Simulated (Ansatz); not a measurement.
**CH2ClI: energies up the ladder**

The task here is to estimate one member of a computed series from the others.

Program: Ansatz 0.2.0. Level of theory: the levels named in each step. These are calculated values, not measurements.

## The structure to begin with

Bond lengths: Cl1–C2 1.765 Å, C2–I3 2.154 Å, C2–H4 1.085 Å, C2–H5 1.086 Å. Angles: Cl1–C2–I3 113.3°, Cl1–C2–H4 108.8°, Cl1–C2–H5 108.8°, I3–C2–H4 107.1°, I3–C2–H5 107.1°, H4–C2–H5 111.7°.

Structure file:

```xyz
5

Cl   -2.3923    0.6297    0.0002
C    -1.2505   -0.7163    0.0247
I     0.8090   -0.0874   -0.0030
H    -1.3990   -1.2847    0.9371
H    -1.4100   -1.3268   -0.8588
```

Set-up of the first run:

Contents of input.yaml:

```yaml
crystal:
  periodic: [false, false, false]
  atoms:
    - { symbol: Cl, position_ang: [-2.39125164, 0.62292223, 0.00029721] }
    - { symbol: C, position_ang: [-1.2511686, -0.70914204, 0.02436292] }
    - { symbol: I, position_ang: [0.79434854, -0.09895619, -0.00258921] }
    - { symbol: H, position_ang: [-1.39178424, -1.27919224, 0.93533481] }
    - { symbol: H, position_ang: [-1.40290405, -1.32109176, -0.85716572] }
basis:
  gaussian: { orbitals: def2-TZVPP }
hamiltonian:
  xc: pbe0
  dispersion: d4
phonons: {}
```

Run with:

```console
ansatz run input.yaml --threads 4 --pin off --max-ram 10240MiB --backend cpu --events-out ev --progress --plain --runs-dir out
```

Steps of the session up to this table: Frequencies, PBE0-D4/def2-TZVPP; Single point, PBE-D4/def2-TZVPP; Single point, r2SCAN-D4/def2-TZVPP; Single point, B3LYP-D4/def2-TZVPP; Single point, wB97M-V/def2-TZVPP; Single point, B2PLYP/def2-TZVPP; Single point, LDA/def2-TZVPP; Single point, PBE0-D4/def2-SVP; Single point, PBE-D4/def2-SVP; Single point, CCSD(T)/def2-TZVPP; Single point, CCSD(T)/def2-QZVPP; The cation of multiplicity 2 at the same geometry, PBE0-D4/def2-TZVPP; The cation of multiplicity 2 at the same geometry, PBE-D4/def2-TZVPP; The cation of multiplicity 2 at the same geometry, r2SCAN-D4/def2-TZVPP; The cation of multiplicity 2 at the same geometry, B3LYP-D4/def2-TZVPP; The cation of multiplicity 2 at the same geometry, wB97M-V/def2-TZVPP; The cation of multiplicity 2 at the same geometry, B2PLYP/def2-TZVPP; The cation of multiplicity 2 at the same geometry, CCSD(T)/def2-TZVPP; The cation of multiplicity 2 at the same geometry, CCSD(T)/def2-QZVPP.

One table of the session follows, with a row left open; its other results are not shown here.

It belongs to the step «Vertical ionisation energy». 

```
               level  vertical ionisation energy (eV)
   PBE-D4/def2-TZVPP                            9.660
r2SCAN-D4/def2-TZVPP                            9.810
 B3LYP-D4/def2-TZVPP                            9.928
  wB97M-V/def2-TZVPP                            9.919
   B2PLYP/def2-TZVPP                            9.936
  CCSD(T)/def2-TZVPP                            9.919
  CCSD(T)/def2-QZVPP                                ?
         CCSD(T)/CBS                           10.173
```

**Question.** Estimate the row for CCSD(T)/def2-QZVPP.

**Answer.** vertical ionisation energy (eV): 10.061. In the column «vertical ionisation energy (eV)» it lies between B2PLYP/def2-TZVPP (9.936) and CCSD(T)/CBS (10.173).
